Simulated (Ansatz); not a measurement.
# Si: the cost of one run

Program: Ansatz 0.2.0. Level of theory: DFT PBE+D3(BJ), plane waves, PAW, scalar-relativistic, no spin polarisation. These are calculated values, not measurements.

### Step 1. The structure to begin with

The cell holds 17 atoms (Si17): a = 7.679 Å, b = 7.679 Å, c = 7.679 Å, α = 60.00°, β = 60.00°, γ = 60.00°.

Its coordinates follow in the input file.

### Step 2. End point A

Input file input.yaml:

```yaml
crystal:
  lattice:
    - [0.0, 5.43, 5.43]
    - [5.43, 0.0, 5.43]
    - [5.43, 5.43, 0.0]
  atoms:
    - { symbol: Si, position: [0.0, 0.0, 0.0] }
    - { symbol: Si, position: [0.125, 0.125, 0.125] }
    - { symbol: Si, position: [0.0, 0.0, 0.5] }
    - { symbol: Si, position: [0.125, 0.125, 0.625] }
    - { symbol: Si, position: [0.0, 0.5, 0.0] }
    - { symbol: Si, position: [0.125, 0.625, 0.125] }
    - { symbol: Si, position: [0.0, 0.5, 0.5] }
    - { symbol: Si, position: [0.125, 0.625, 0.625] }
    - { symbol: Si, position: [0.5, 0.0, 0.0] }
    - { symbol: Si, position: [0.625, 0.125, 0.125] }
    - { symbol: Si, position: [0.5, 0.0, 0.5] }
    - { symbol: Si, position: [0.625, 0.125, 0.625] }
    - { symbol: Si, position: [0.5, 0.5, 0.0] }
    - { symbol: Si, position: [0.625, 0.625, 0.125] }
    - { symbol: Si, position: [0.5, 0.5, 0.5] }
    - { symbol: Si, position: [0.625, 0.625, 0.625] }
    - { symbol: Si, position: [0.751929, 0.2515117, 0.7511603] }
basis:
  ecutwfc: 420.0
kpoints:
  mp_grid: { grid: [2, 2, 2] }
hamiltonian:
  xc: pbe
  dispersion: d3bj
  pseudopotentials: { kind: paw, azcp: { folder: soft_1 } }
scf:
  occupations: { method: gaussian, width: 0.05 }
  lower_state_search: "off"
relax:
  f_tol: 0.03
  max_steps: 60
  adjacent_minimum: "off"
```

Command:

```console
> ansatz run input.yaml --threads 1 --pin off --max-ram 3072MiB --backend cpu --events-out ev --progress --plain --runs-dir out
```

What time and memory should one allow on 1 thread of Intel Xeon Platinum 8488C (Sapphire Rapids), shared host?

About 15 s, with a peak of 0.54 GiB.
